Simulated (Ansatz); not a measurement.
**InH₂Br (SMILES [Br][InH2]): single points off equilibrium**

An exercise on one series of results from a longer session: the logs are not shown, and one member is left open.

Method: single points in def2-TZVPP; program: Ansatz 0.2.0, Gaussian basis.

Correlated methods freeze the cores. Filled d shells of the heavier atoms are correlated. Core potentials replace the inner electrons past krypton, and spin-orbit coupling is left out. B3LYP uses VWN-RPA correlation.

### The system as given

SMILES `[Br][InH2]`, 4 atoms, charge 0, spin multiplicity 1.

Atoms are counted from 1 here; the program's logs count them from 0.

Bond lengths: Br1–In2 2.657 Å, In2–H3 1.842 Å, In2–H4 1.690 Å. Angles: Br1–In2–H3 123.4°, Br1–In2–H4 118.7°, H3–In2–H4 117.9°.

As a file:

```xyz
4
charge 0, multiplicity 1
Br   -1.9181    0.9169   -1.2249
In    0.1220    0.0229    0.2243
H     0.6876   -1.7300    0.2049
H     0.9465    1.1094    1.2227
```

The first run:

Contents of run/in.yaml:

```yaml
crystal:
  periodic: [false, false, false]
  atoms:
    - {symbol: Br, position_ang: [-1.918100, 0.916900, -1.224900]}
    - {symbol: In, position_ang: [0.122000, 0.022900, 0.224300]}
    - {symbol: H, position_ang: [0.687600, -1.730000, 0.204900]}
    - {symbol: H, position_ang: [0.946500, 1.109400, 1.222700]}
basis:
  gaussian: {orbitals: def2-TZVPP}
correlation: {method: ccsd_t}
output: {forces: true}
```

On the command line:

```sh
ansatz run in.yaml --threads 4 --pin off --events-out ev --progress --plain --max-ram 5222MiB
```

Steps of the session up to this table: CCSD(T)/def2-TZVPP; PBE0-D4/def2-TZVPP; wB97M-V/def2-TZVPP; r2SCAN-D4/def2-TZVPP; PBE-D4/def2-TZVPP; B3LYP-D4/def2-TZVPP; SPW92/def2-TZVPP.

One of the session's tables, all rows but one given; the rest of the session is left out.

| method | RMS force component (eV/Å) | angle to CCSD(T) forces (°) | dipole (D) |
| --- | --- | --- | --- |
| CCSD(T) | 0.733 | reference | 2.69 |
| PBE0-D4 | ? | ? | ? |
| wB97M-V | 0.740 | 2.9 | 2.79 |
| r2SCAN-D4 | 0.691 | 3.1 | 2.67 |
| PBE-D4 | 0.635 | 9.1 | 2.50 |
| B3LYP-D4 | 0.646 | 7.6 | 2.62 |
| SPW92 | 0.725 | 3.7 | 2.62 |

Estimate the missing values for PBE0-D4.

**Answer.** RMS force component (eV/Å): 0.707; angle to CCSD(T) forces (°): 2.7; dipole (D): 2.70. In the column «RMS force component (eV/Å)» it lies between r2SCAN-D4 (0.691) and SPW92 (0.725).

To keep in mind: CCSD(T) in triple zeta still lacks some correlation energy of the bonds, so part of these gaps is its own basis error and they don't rank the functionals.
